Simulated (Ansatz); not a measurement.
# AlGeH₄N (SMILES [NH]1[AlH][GeH2]1): one structure at several levels

An exercise on one series of results from a longer session: the logs are not shown, and one member is left open.

Method: single points in def2-TZVPP; program: Ansatz 0.2.0, Gaussian basis.

Correlated methods freeze the cores. Filled d shells of the heavier atoms are correlated.

## Where the work starts

SMILES `[NH]1[AlH][GeH2]1`, 7 atoms, charge 0, spin multiplicity 1.

Atoms are counted from 1 here; the program's logs count them from 0.

Bond lengths: N1–Al2 1.782 Å, N1–Ge3 2.102 Å, N1–H4 0.964 Å, Al2–Ge3 2.432 Å, Al2–H5 1.575 Å, Ge3–H6 1.545 Å, Ge3–H7 1.579 Å. Angles: Al2–N1–Ge3 77.1°, Al2–N1–H4 148.6°, Ge3–N1–H4 133.4°, N1–Al2–Ge3 57.4°, N1–Al2–H5 159.2°, Ge3–Al2–H5 143.1°, N1–Ge3–Al2 45.6°, N1–Ge3–H6 105.8°, N1–Ge3–H7 103.8°, Al2–Ge3–H6 127.6°, Al2–Ge3–H7 128.9°, H6–Ge3–H7 96.2°.

Coordinates:

| atom | x (Å) | y (Å) | z (Å) |
| --- | --- | --- | --- |
| N1 | -0.7204 | -0.6266 | -0.4181 |
| Al2 | 0.1522 | 0.5916 | -1.3820 |
| Ge3 | 0.5640 | 0.2565 | 0.9918 |
| H4 | -1.4531 | -1.2492 | -0.3477 |
| H5 | 0.6445 | 1.3925 | -2.6452 |
| H6 | -0.3370 | 0.6797 | 2.1740 |
| H7 | 1.2300 | -0.9772 | 1.7184 |

The first run:

File run/in.yaml:

```yaml
crystal:
  periodic: [false, false, false]
  atoms:
    - {symbol: N, position_ang: [-0.720400, -0.626600, -0.418100]}
    - {symbol: Al, position_ang: [0.152200, 0.591600, -1.382000]}
    - {symbol: Ge, position_ang: [0.564000, 0.256500, 0.991800]}
    - {symbol: H, position_ang: [-1.453100, -1.249200, -0.347700]}
    - {symbol: H, position_ang: [0.644500, 1.392500, -2.645200]}
    - {symbol: H, position_ang: [-0.337000, 0.679700, 2.174000]}
    - {symbol: H, position_ang: [1.230000, -0.977200, 1.718400]}
basis:
  gaussian: {orbitals: def2-TZVPP}
correlation: {method: ccsd_t}
output: {forces: true}
```

No record of the launch command was kept for these runs.

Among the steps run: CCSD(T)/def2-TZVPP; PBE0-D4/def2-TZVPP; wB97M-V/def2-TZVPP; r2SCAN-D4/def2-TZVPP; PBE-D4/def2-TZVPP; revPBE-D4/def2-TZVPP; HSE06-D4/def2-TZVPP.

One of the session's tables, all rows but one given; the rest of the session is left out.

| method | RMS force component (eV/Å) | angle to CCSD(T) forces (°) | dipole (D) |
| --- | --- | --- | --- |
| CCSD(T) | 1.200 | reference | 1.94 |
| PBE0-D4 | 1.265 | 4.8 | 1.95 |
| wB97M-V | 1.256 | 4.1 | 2.11 |
| r2SCAN-D4 | 1.235 | 4.4 | 1.96 |
| PBE-D4 | ? | ? | ? |
| revPBE-D4 | 1.171 | 9.0 | 1.84 |
| HSE06-D4 | 1.264 | 4.8 | 1.95 |

Estimate the missing values for PBE-D4.

As computed: RMS force component (eV/Å): 1.204; angle to CCSD(T) forces (°): 8.1; dipole (D): 1.84. In the column «RMS force component (eV/Å)» it lies between CCSD(T) (1.200) and r2SCAN-D4 (1.235).
